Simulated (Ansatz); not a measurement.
**CH7NO2SeSi: two geometries relaxed**

Aim: relax the geometries before and after the inversion of the pyramid at N4, and see whether they are two minima and how far apart in energy. SMILES of the start: CO[Si](N)(O)[SeH].

Program: Ansatz 0.2.0. Level of theory: RKS BHLYP-D4/def2-SVP. These are calculated values, not measurements.

**1. The structure to begin with**

Bond lengths: C1–O2 1.370 Å, O2–Si3 1.743 Å, Si3–N4 1.863 Å, Si3–O5 1.689 Å, Si3–Se6 2.310 Å, C1–H7 1.067 Å, C1–H8 1.137 Å, C1–H9 1.178 Å, N4–H10 1.023 Å, N4–H11 1.062 Å, O5–H12 0.992 Å, Se6–H13 1.579 Å. Angles (14 of 18 angles, heavy atoms first): C1–O2–Si3 110.9°, O2–Si3–N4 107.7°, O2–Si3–O5 111.5°, O2–Si3–Se6 109.9°, N4–Si3–O5 110.7°, N4–Si3–Se6 106.2°, O5–Si3–Se6 110.6°, O2–C1–H7 112.2°, O2–C1–H8 109.2°, O2–C1–H9 112.8°, Si3–N4–H10 102.5°, Si3–N4–H11 100.1°, Si3–O5–H12 103.2°, Si3–Se6–H13 89.9°.

Structure file:

```xyz
13

C    -0.7966   -1.2801    1.3522
O     0.3076   -1.2831    0.5412
Si    0.4038    0.1901   -0.3852
N     1.8412    0.0297   -1.5592
O    -1.0281    0.4855   -1.2311
Se    0.9050    1.9628    1.0087
H    -0.8846   -2.1812    1.9161
H    -1.7288   -1.1445    0.7155
H    -0.7925   -0.3921    2.1256
H     1.7934    0.9039   -2.0885
H     1.4800   -0.7434   -2.1919
H    -0.8705    1.3762   -1.6374
H    -0.6096    2.0413    1.4489
```

**2. End point A**

File input.yaml:

```yaml
crystal:
  periodic: [false, false, false]
  atoms:
    - { symbol: C, position_ang: [-0.7966, -1.2801, 1.3522] }
    - { symbol: O, position_ang: [0.3076, -1.2831, 0.5412] }
    - { symbol: Si, position_ang: [0.4038, 0.1901, -0.3852] }
    - { symbol: "N", position_ang: [1.8412, 0.0297, -1.5592] }
    - { symbol: O, position_ang: [-1.0281, 0.4855, -1.2311] }
    - { symbol: Se, position_ang: [0.905, 1.9628, 1.0087] }
    - { symbol: H, position_ang: [-0.8846, -2.1812, 1.9161] }
    - { symbol: H, position_ang: [-1.7288, -1.1445, 0.7155] }
    - { symbol: H, position_ang: [-0.7925, -0.3921, 2.1256] }
    - { symbol: H, position_ang: [1.7934, 0.9039, -2.0885] }
    - { symbol: H, position_ang: [1.48, -0.7434, -2.1919] }
    - { symbol: H, position_ang: [-0.8705, 1.3762, -1.6374] }
    - { symbol: H, position_ang: [-0.6096, 2.0413, 1.4489] }
basis:
  gaussian: { orbitals: def2-SVP }
hamiltonian:
  xc: { name: BHLYP }
  dispersion: d4
relax:
  f_tol: 0.015
  max_steps: 40
```

Launch:

```
ansatz run input.yaml --threads 2 --pin off --max-ram 3072MiB --backend cpu --events-out ev --progress --plain --runs-dir out
```

Output, shortened:

```text
Warning: RAYON_NUM_THREADS=2 ignored (pool sized by the plan → 2); use --threads N
[...]
Functional definition: BHLYP
[...]
1489 factors; integrals over basis functions are off by at most 4.0e-4 eV
[...]
mean field -79945.44319765 eV, -2937.9408485459 hartree, gradient 2.1e-5 eV, S^2 0.000000; 0 other end points of the search recorded, 0 dependent functions left out
[...]
reference -79945.44337705 eV, -2937.9408551388 hartree; 42, 42 occupied and 99, 99 virtual orbitals, 1489 factors
relax step   1: F+E_penalty+E_count = -79945.88199515 eV  Δ(F+E_penalty+E_count) = +0.000e0 eV  max|allowed force component| = 3.330e0 eV/Å  Δτ_max = 0.0000 Å  (28 SCF iters, accepted)
[...]
relax step   3: F+E_penalty+E_count = -79946.96063364 eV  Δ(F+E_penalty+E_count) = -2.361e-1 eV  max|allowed force component| = 1.729e0 eV/Å  Δτ_max = 0.1936 Å  (30 SCF iters, accepted)
[...]
relax step   5: F+E_penalty+E_count = -79947.11913561 eV  Δ(F+E_penalty+E_count) = -2.352e-2 eV  max|allowed force component| = 8.609e-1 eV/Å  Δτ_max = 0.2000 Å  (30 SCF iters, accepted)
[...]
relax step   7: F+E_penalty+E_count = -79947.15656584 eV  Δ(F+E_penalty+E_count) = -1.525e-2 eV  max|allowed force component| = 1.998e-1 eV/Å  Δτ_max = 0.2000 Å  (29 SCF iters, accepted)
[...]
relax step   9: F+E_penalty+E_count = -79947.16505129 eV  Δ(F+E_penalty+E_count) = -4.991e-3 eV  max|allowed force component| = 4.665e-2 eV/Å  Δτ_max = 0.0640 Å  (31 SCF iters, accepted)
[...]
relax step  10: F+E_penalty+E_count = -79947.16590514 eV  Δ(F+E_penalty+E_count) = -8.538e-4 eV  max|allowed force component| = 6.740e-2 eV/Å  Δτ_max = 0.0406 Å  (30 SCF iters, accepted)
[...]
relax step  11: F+E_penalty+E_count = -79947.16476431 eV  Δ(F+E_penalty+E_count) = +1.141e-3 eV  max|allowed force component| = 1.525e-1 eV/Å  Δτ_max = 0.0676 Å  (30 SCF iters, rejected (line search))
[...]
1489 factors; integrals over basis functions are off by at most 4.3e-4 eV
```

**3. The log goes on: end point A relaxed**

Output, continued, shortened:

```text
mean field -79946.72481180 eV, -2937.9879469974 hartree, gradient 2.3e-5 eV, S^2 0.000000; 0 other end points of the search recorded, 0 dependent functions left out
[...]
reference -79946.72499060 eV, -2937.9879535681 hartree; 42, 42 occupied and 99, 99 virtual orbitals, 1489 factors
relax step  12: F+E_penalty+E_count = -79947.16690541 eV  Δ(F+E_penalty+E_count) = -1.000e-3 eV  max|allowed force component| = 2.438e-2 eV/Å  Δτ_max = 0.0336 Å  (30 SCF iters, accepted)
[...]
relax step  18: F+E_penalty+E_count = -79947.16805037 eV  Δ(F+E_penalty+E_count) = -3.428e-5 eV  max|allowed force component| = 1.501e-2 eV/Å  Δτ_max = 0.0034 Å  (24 SCF iters, accepted)
[...]
relax step  19: F+E_penalty+E_count = -79947.16807752 eV  Δ(F+E_penalty+E_count) = -2.715e-5 eV  max|allowed force component| = 6.022e-3 eV/Å  Δτ_max = 0.0060 Å  (25 SCF iters, accepted)
[...]
Atom 3 at     1.566989     0.045910    -1.553438 Å, force    -0.003493    -0.001464     0.000574 eV/Å
Atom 4 at    -1.181462     0.639561    -0.993953 Å, force     0.005498     0.003625    -0.002333 eV/Å
Atom 5 at     1.010311     2.092360     0.825195 Å, force    -0.001246    -0.001418     0.001648 eV/Å
Atom 6 at    -0.752346    -2.452470     1.596218 Å, force     0.000767    -0.002699     0.000884 eV/Å
Atom 7 at    -1.839629    -1.232249     0.898035 Å, force    -0.000624    -0.000963     0.000091 eV/Å
Atom 8 at    -0.746380    -0.797019     2.231288 Å, force    -0.000109    -0.000283    -0.000015 eV/Å
Atom 9 at     2.169875     0.766519    -1.904824 Å, force     0.003951     0.006022    -0.001720 eV/Å
Atom 10 at     1.791142    -0.873481    -1.892282 Å, force    -0.001112    -0.004101    -0.000092 eV/Å
Atom 11 at    -1.299259     1.395964    -1.561186 Å, force    -0.001225    -0.003823     0.001889 eV/Å
Atom 12 at    -0.349766     2.562474     1.075954 Å, force     0.000957    -0.000075    -0.000596 eV/Å
Dipole moment:    -0.092741     0.073879    -0.316827 e Å
```

Wall time 2.1 min (2 threads of Arm Neoverse V1, shared host); peak memory 0.42 GiB.

Step by step:

| step | energy from step 1 (eV) | largest force component (eV/Å) |
| --- | --- | --- |
| 1 | 0.0000 | 3.3295 |
| 2 | -0.8426 | 1.9086 |
| 3 | -1.0786 | 1.7291 |
| 4 | -1.2136 | 0.8575 |
| 5 | -1.2371 | 0.8609 |
| 6 | -1.2593 | 0.6571 |
| 7 | -1.2746 | 0.1998 |
| 8 | -1.2781 | 0.1950 |
| 9 | -1.2831 | 0.0467 |
| 10 | -1.2839 | 0.0674 |
| 11x | -1.2828 | 0.1525 |
| 12 | -1.2849 | 0.0244 |
| 13 | -1.2854 | 0.0843 |
| 14 | -1.2855 | 0.0542 |
| 15 | -1.2859 | 0.0228 |
| 16 | -1.2860 | 0.0372 |
| 17 | -1.2860 | 0.0283 |
| 18 | -1.2861 | 0.0150 |
| 19 | -1.2861 | 0.0060 |

Step 1 is the start. 1 step was tried and not accepted (marked x).

After: Bond lengths: C1–O2 1.398 Å, O2–Si3 1.633 Å, Si3–N4 1.690 Å, Si3–O5 1.650 Å, Si3–Se6 2.284 Å, C1–H7 1.092 Å, C1–H8 1.095 Å, C1–H9 1.096 Å, N4–H10 1.003 Å, N4–H11 1.005 Å, O5–H12 0.953 Å, Se6–H13 1.461 Å. Angles (14 of 18 angles, heavy atoms first): C1–O2–Si3 126.8°, O2–Si3–N4 106.4°, O2–Si3–O5 104.5°, O2–Si3–Se6 114.9°, N4–Si3–O5 118.2°, N4–Si3–Se6 105.6°, O5–Si3–Se6 107.6°, O2–C1–H7 108.6°, O2–C1–H8 111.5°, O2–C1–H9 111.1°, Si3–N4–H10 124.1°, Si3–N4–H11 121.9°, Si3–O5–H12 118.5°, Si3–Se6–H13 94.0°.

**4. End point B**

The second end starts from a geometry with the move made by hand.

input.yaml, as its differences from that of step 2:

```diff
@@ -12,4 +12,4 @@
     - { symbol: H, position_ang: [-0.7925, -0.3921, 2.1256] }
-    - { symbol: H, position_ang: [1.7934, 0.9039, -2.0885] }
-    - { symbol: H, position_ang: [1.48, -0.7434, -2.1919] }
+    - { symbol: H, position_ang: [2.46619, 0.77727, -1.24746] }
+    - { symbol: H, position_ang: [2.25488, -0.88924, -1.22324] }
     - { symbol: H, position_ang: [-0.8705, 1.3762, -1.6374] }
```

Launch:

```
ansatz run input.yaml --threads 2 --pin off --max-ram 3072MiB --backend cpu --events-out ev --progress --plain --runs-dir out
```

Output:

```text
Warning: RAYON_NUM_THREADS=2 ignored (pool sized by the plan → 2); use --threads N
The last accepted step is kept in <dir> (removed where the run ends without a failure and the disk answers)
Engine: ansatz 0.2.0, aarch64-unknown-linux-gnu
[... 1 set-up line as earlier in the session ...]
  parameter a = 0.5
  exchange = (1 - a)*b88_x + a*exact_x
  correlation = lyp_c
1490 factors; integrals over basis functions are off by at most 3.8e-4 eV
mean field evaluation 1: about -79937.3003 eV, gradient 6.5e1 eV
mean field evaluation 2: about -79935.0975 eV, gradient 7.3e1 eV
mean field evaluation 4: about -79945.4156 eV, gradient 2.3e0 eV
mean field evaluation 8: about -79945.4721 eV, gradient 1.9e-1 eV
mean field evaluation 16: about -79945.4722 eV, gradient 7.2e-5 eV
mean field -79945.47215420 eV, -2937.9419126797 hartree, gradient 7.2e-5 eV, S^2 0.000000; 0 other end points of the search recorded, 0 dependent functions left out
the calculation of the forces begins
reference -79945.47233258 eV, -2937.9419192349 hartree; 42, 42 occupied and 99, 99 virtual orbitals, 1490 factors
relax step   1: F+E_penalty+E_count = -79945.91156430 eV  Δ(F+E_penalty+E_count) = +0.000e0 eV  max|allowed force component| = 3.116e0 eV/Å  Δτ_max = 0.0000 Å  (27 SCF iters, accepted)
these checks for a lower state are left out or cut short: starts, cluster_reference, orbital_swaps, neighbouring_geometries, increment
1490 factors; integrals over basis functions are off by at most 4.1e-4 eV
mean field -79946.27590901 eV, -2937.9714501241 hartree, gradient 2.5e-5 eV, S^2 0.000000; 0 other end points of the search recorded, 0 dependent functions left out
the calculation of the forces begins
reference -79946.27608857 eV, -2937.9714567225 hartree; 42, 42 occupied and 99, 99 virtual orbitals, 1490 factors
relax step   2: F+E_penalty+E_count = -79946.71628327 eV  Δ(F+E_penalty+E_count) = -8.047e-1 eV  max|allowed force component| = 2.157e0 eV/Å  Δτ_max = 0.1888 Å  (29 SCF iters, accepted)
these checks for a lower state are left out or cut short: starts, cluster_reference, orbital_swaps, neighbouring_geometries, increment
1490 factors; integrals over basis functions are off by at most 4.7e-4 eV
mean field -79946.54587700 eV, -2937.9813712646 hartree, gradient 1.0e-5 eV, S^2 0.000000; 0 other end points of the search recorded, 0 dependent functions left out
the calculation of the forces begins
reference -79946.54605645 eV, -2937.9813778594 hartree; 42, 42 occupied and 99, 99 virtual orbitals, 1490 factors
relax step   3: F+E_penalty+E_count = -79946.99039570 eV  Δ(F+E_penalty+E_count) = -2.741e-1 eV  max|allowed force component| = 1.201e0 eV/Å  Δτ_max = 0.1852 Å  (30 SCF iters, accepted)
these checks for a lower state are left out or cut short: starts, cluster_reference, orbital_swaps, neighbouring_geometries, increment
1490 factors; integrals over basis functions are off by at most 4.2e-4 eV
mean field evaluation 32: about -79945.6470 eV, gradient 1.7e1 eV
mean field -79946.50697283 eV, -2937.9799415627 hartree, gradient 1.4e-5 eV, S^2 0.000000; 0 other end points of the search recorded, 0 dependent functions left out
the calculation of the forces begins
reference -79946.50715075 eV, -2937.9799481013 hartree; 42, 42 occupied and 99, 99 virtual orbitals, 1490 factors
relax step   4: F+E_penalty+E_count = -79946.95332215 eV  Δ(F+E_penalty+E_count) = +3.707e-2 eV  max|allowed force component| = 1.643e0 eV/Å  Δτ_max = 0.2000 Å  (30 SCF iters, rejected (line search))
these checks for a lower state are left out or cut short: starts, cluster_reference, orbital_swaps, neighbouring_geometries, increment
1490 factors; integrals over basis functions are off by at most 4.2e-4 eV
mean field -79946.67574863 eV, -2937.9861439591 hartree, gradient 1.8e-5 eV, S^2 0.000000; 0 other end points of the search recorded, 0 dependent functions left out
the calculation of the forces begins
reference -79946.67592755 eV, -2937.9861505343 hartree; 42, 42 occupied and 99, 99 virtual orbitals, 1490 factors
relax step   5: F+E_penalty+E_count = -79947.12142668 eV  Δ(F+E_penalty+E_count) = -1.310e-1 eV  max|allowed force component| = 3.096e-1 eV/Å  Δτ_max = 0.0987 Å  (30 SCF iters, accepted)
these checks for a lower state are left out or cut short: starts, cluster_reference, orbital_swaps, neighbouring_geometries, increment
1490 factors; integrals over basis functions are off by at most 4.4e-4 eV
mean field -79946.70304782 eV, -2937.9871471858 hartree, gradient 8.3e-6 eV, S^2 0.000000; 0 other end points of the search recorded, 0 dependent functions left out
the calculation of the forces begins
reference -79946.70322641 eV, -2937.9871537487 hartree; 42, 42 occupied and 99, 99 virtual orbitals, 1490 factors
relax step   6: F+E_penalty+E_count = -79947.14783672 eV  Δ(F+E_penalty+E_count) = -2.641e-2 eV  max|allowed force component| = 2.202e-1 eV/Å  Δτ_max = 0.0999 Å  (31 SCF iters, accepted)
these checks for a lower state are left out or cut short: starts, cluster_reference, orbital_swaps, neighbouring_geometries, increment
1490 factors; integrals over basis functions are off by at most 4.5e-4 eV
mean field -79946.71610004 eV, -2937.9876268462 hartree, gradient 2.4e-5 eV, S^2 0.000000; 0 other end points of the search recorded, 0 dependent functions left out
the calculation of the forces begins
reference -79946.71627839 eV, -2937.9876334003 hartree; 42, 42 occupied and 99, 99 virtual orbitals, 1490 factors
relax step   7: F+E_penalty+E_count = -79947.16053183 eV  Δ(F+E_penalty+E_count) = -1.270e-2 eV  max|allowed force component| = 8.200e-2 eV/Å  Δτ_max = 0.1499 Å  (30 SCF iters, accepted)
these checks for a lower state are left out or cut short: starts, cluster_reference, orbital_swaps, neighbouring_geometries, increment
1490 factors; integrals over basis functions are off by at most 4.6e-4 eV
mean field evaluation 64: about -79946.7183 eV, gradient 7.2e-4 eV
mean field -79946.71831079 eV, -2937.9877080894 hartree, gradient 1.4e-5 eV, S^2 0.000000; 0 other end points of the search recorded, 0 dependent functions left out
the calculation of the forces begins
reference -79946.71848949 eV, -2937.9877146568 hartree; 42, 42 occupied and 99, 99 virtual orbitals, 1490 factors
relax step   8: F+E_penalty+E_count = -79947.16111893 eV  Δ(F+E_penalty+E_count) = -5.871e-4 eV  max|allowed force component| = 2.414e-1 eV/Å  Δτ_max = 0.1630 Å  (31 SCF iters, accepted)
these checks for a lower state are left out or cut short: starts, cluster_reference, orbital_swaps, neighbouring_geometries, increment
1490 factors; integrals over basis functions are off by at most 4.5e-4 eV
mean field -79946.67146470 eV, -2937.9859865276 hartree, gradient 1.1e-5 eV, S^2 0.000000; 0 other end points of the search recorded, 0 dependent functions left out
the calculation of the forces begins
reference -79946.67164322 eV, -2937.9859930880 hartree; 42, 42 occupied and 99, 99 virtual orbitals, 1490 factors
relax step   9: F+E_penalty+E_count = -79947.11538492 eV  Δ(F+E_penalty+E_count) = +4.573e-2 eV  max|allowed force component| = 6.899e-1 eV/Å  Δτ_max = 0.1863 Å  (29 SCF iters, rejected (line search))
these checks for a lower state are left out or cut short: starts, cluster_reference, orbital_swaps, neighbouring_geometries, increment
1490 factors; integrals over basis functions are off by at most 4.6e-4 eV
mean field -79946.72307417 eV, -2937.9878831404 hartree, gradient 2.0e-5 eV, S^2 0.000000; 0 other end points of the search recorded, 0 dependent functions left out
the calculation of the forces begins
reference -79946.72325315 eV, -2937.9878897178 hartree; 42, 42 occupied and 99, 99 virtual orbitals, 1490 factors
relax step  10: F+E_penalty+E_count = -79947.16506746 eV  Δ(F+E_penalty+E_count) = -3.949e-3 eV  max|allowed force component| = 9.511e-2 eV/Å  Δτ_max = 0.0932 Å  (30 SCF iters, accepted)
these checks for a lower state are left out or cut short: starts, cluster_reference, orbital_swaps, neighbouring_geometries, increment
1490 factors; integrals over basis functions are off by at most 4.6e-4 eV
mean field -79946.72585782 eV, -2937.9879854378 hartree, gradient 1.1e-5 eV, S^2 0.000000; 0 other end points of the search recorded, 0 dependent functions left out
the calculation of the forces begins
reference -79946.72603666 eV, -2937.9879920101 hartree; 42, 42 occupied and 99, 99 virtual orbitals, 1490 factors
relax step  11: F+E_penalty+E_count = -79947.16781464 eV  Δ(F+E_penalty+E_count) = -2.747e-3 eV  max|allowed force component| = 2.545e-2 eV/Å  Δτ_max = 0.0442 Å  (31 SCF iters, accepted)
these checks for a lower state are left out or cut short: starts, cluster_reference, orbital_swaps, neighbouring_geometries, increment
1490 factors; integrals over basis functions are off by at most 4.6e-4 eV
mean field -79946.72591300 eV, -2937.9879874656 hartree, gradient 2.4e-5 eV, S^2 0.000000; 0 other end points of the search recorded, 0 dependent functions left out
the calculation of the forces begins
reference -79946.72609172 eV, -2937.9879940334 hartree; 42, 42 occupied and 99, 99 virtual orbitals, 1490 factors
relax step  12: F+E_penalty+E_count = -79947.16801061 eV  Δ(F+E_penalty+E_count) = -1.960e-4 eV  max|allowed force component| = 1.261e-2 eV/Å  Δτ_max = 0.0145 Å  (30 SCF iters, accepted)
1490 factors; integrals over basis functions are off by at most 4.6e-4 eV
mean field evaluation 96: about -79946.7259 eV, gradient 2.4e-5 eV
mean field -79946.72591300 eV, -2937.9879874656 hartree, gradient 2.4e-5 eV, S^2 0.000000; 1 other end points of the search recorded, 0 dependent functions left out
the calculation of the forces begins
reference -79946.72609172 eV, -2937.9879940334 hartree; 42, 42 occupied and 99, 99 virtual orbitals, 1490 factors
Total energy: -79947.16818933 eV, -2938.0042408209 hartree
Atom 0 at    -0.887373    -1.401909     1.373526 Å, force     0.000179     0.001112    -0.003298 eV/Å
Atom 1 at     0.234452    -1.091470     0.599650 Å, force     0.003736    -0.001815     0.000903 eV/Å
Atom 2 at     0.492850     0.283936    -0.242479 Å, force    -0.004735    -0.012606     0.001648 eV/Å
Atom 3 at     1.876900     0.028737    -1.180122 Å, force    -0.004031     0.007908     0.004637 eV/Å
Atom 4 at    -0.928992     0.559151    -1.032752 Å, force    -0.000048     0.000830    -0.000993 eV/Å
Atom 5 at     0.940444     2.113220     1.050507 Å, force     0.000540     0.003903    -0.001047 eV/Å
Atom 6 at    -0.803929    -2.437673     1.709054 Å, force    -0.000127    -0.001756     0.001587 eV/Å
Atom 7 at    -1.813239    -1.291748     0.799805 Å, force     0.000421     0.000336     0.000241 eV/Å
Atom 8 at    -0.947791    -0.757923     2.258530 Å, force     0.000336     0.001601     0.001938 eV/Å
Atom 9 at     2.536696     0.749081    -1.409228 Å, force     0.001409    -0.003746    -0.002275 eV/Å
Atom 10 at     2.169667    -0.893227    -1.453777 Å, force     0.001354     0.000533    -0.000360 eV/Å
Atom 11 at    -0.959278     1.249582    -1.688387 Å, force     0.000773     0.006331    -0.001973 eV/Å
Atom 12 at    -0.442436     2.582872     1.040274 Å, force     0.000192    -0.002630    -0.001008 eV/Å
Dipole moment:    -0.032163     0.051271    -0.336114 e Å
```

Run time: 85 s. Hardware: 2 threads of Arm Neoverse V1, shared host; peak memory 0.44 GiB.

Step by step:

| step | energy from step 1 (eV) | largest force component (eV/Å) |
| --- | --- | --- |
| 1 | 0.0000 | 3.1158 |
| 2 | -0.8047 | 2.1573 |
| 3 | -1.0788 | 1.2010 |
| 4x | -1.0418 | 1.6431 |
| 5 | -1.2099 | 0.3096 |
| 6 | -1.2363 | 0.2202 |
| 7 | -1.2490 | 0.0820 |
| 8 | -1.2496 | 0.2414 |
| 9x | -1.2038 | 0.6899 |
| 10 | -1.2535 | 0.0951 |
| 11 | -1.2563 | 0.0254 |
| 12 | -1.2564 | 0.0126 |

Step 1 is the start. 2 steps were tried and not accepted (marked x).

After: Bond lengths: C1–O2 1.398 Å, O2–Si3 1.633 Å, Si3–N4 1.691 Å, Si3–O5 1.650 Å, Si3–Se6 2.284 Å, C1–H7 1.092 Å, C1–H8 1.095 Å, C1–H9 1.096 Å, N4–H10 1.003 Å, N4–H11 1.005 Å, O5–H12 0.953 Å, Se6–H13 1.460 Å. Angles (14 of 18 angles, heavy atoms first): C1–O2–Si3 126.8°, O2–Si3–N4 106.8°, O2–Si3–O5 104.5°, O2–Si3–Se6 114.4°, N4–Si3–O5 117.7°, N4–Si3–Se6 105.9°, O5–Si3–Se6 107.8°, O2–C1–H7 108.6°, O2–C1–H8 111.5°, O2–C1–H9 111.1°, Si3–N4–H10 123.8°, Si3–N4–H11 121.8°, Si3–O5–H12 118.6°, Si3–Se6–H13 93.9°.

**5. What came out**

| quantity | value |
| --- | --- |
| end A | 17 moves, 1.286 eV lower |
| end B | 9 moves, 1.256 eV lower |
| largest difference between the ends | 0.05 Å |
| end B relative to end A | +0.000 eV |

The two relaxations end at one structure, within 0.05 Å: no second minimum was found from this start, which doesn't rule one out.
